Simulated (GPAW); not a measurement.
**TiSi2: band structure with RPBE**

TiSi2:

```
CELL_PARAMETERS angstrom
0.00000 4.11752 4.26290
2.38951 0.00000 4.26290
2.38951 4.11752 0.00000
ATOMIC_POSITIONS crystal
Ti 0.75000 0.75000 0.75000
Ti 0.50000 0.50000 0.50000
Si 0.41257 0.08743 0.41257
Si 0.08743 0.41257 0.08743
Si 0.16257 0.83743 0.16257
Si 0.83743 0.16257 0.83743
```

The cell is a database's computed one.

```json
{
  "Program": "GPAW 26.7.0",
  "Task": "band structure",
  "Functional": "RPBE",
  "Potentials or basis": "the program's PAW data sets (release 1.2.1) made for this functional",
  "Cutoff": "600 eV",
  "Basis": "pw",
  "k mesh": "7 × 7 × 7",
  "Occupations": "fermi-dirac, width 0.05 eV",
  "Spin": "no spin polarisation",
  "Maxiter": "150",
  "Band path": "GYTZGXA1Y,TX1,XAZ,LG",
  "Band points": "100"
}
```

- Pressure: 5.1 GPa
- Largest force: 0.005 eV/Å
- Band gap along the path: none (metal or under the smearing width)

Forces in eV/Å, atoms in the order of the input:
```
Ti   0.000  0.000  0.000
Ti   0.000  0.000  0.000
Si   0.000  0.005  0.000
Si   0.000 -0.005  0.000
Si   0.000  0.005  0.000
Si   0.000 -0.005  0.000
```

Stress tensor (GPa, compression positive):
```
5.34 0.00 0.00
0.00 3.40 0.00
0.00 0.00 6.44
```

Levels at the corners of the path, in eV from the Fermi level:
```csv
point,band 18,band 19,band 20,band 21,band 22,band 23
Γ,-2.10,-1.81,-1.38,-0.93,2.10,3.15
Y,-2.36,-0.87,-0.87,1.29,1.29,3.33
T,-1.12,-0.66,-0.66,0.85,0.85,2.30
Z,-1.59,-0.97,-0.97,0.75,0.75,3.23
Γ,-2.10,-1.81,-1.38,-0.93,2.10,3.15
X,-0.40,0.06,0.14,0.74,0.94,1.79
A1,-1.69,-1.40,-1.40,1.42,1.42,2.17
Y,-2.36,-0.87,-0.87,1.29,1.29,3.33
T,-1.12,-0.66,-0.66,0.85,0.85,2.30
X1,-0.40,0.06,0.14,0.74,0.94,1.79
X,-0.40,0.06,0.14,0.74,0.94,1.79
A,-1.69,-1.40,-1.40,1.42,1.42,2.17
Z,-1.59,-0.97,-0.97,0.75,0.75,3.23
L,-1.05,-0.02,0.16,0.99,1.39,1.68
Γ,-2.10,-1.81,-1.38,-0.93,2.10,3.15
```

Run time: 10 min on 1 thread of Arm Neoverse V1, on a shared host, peak memory 0.75 GiB.
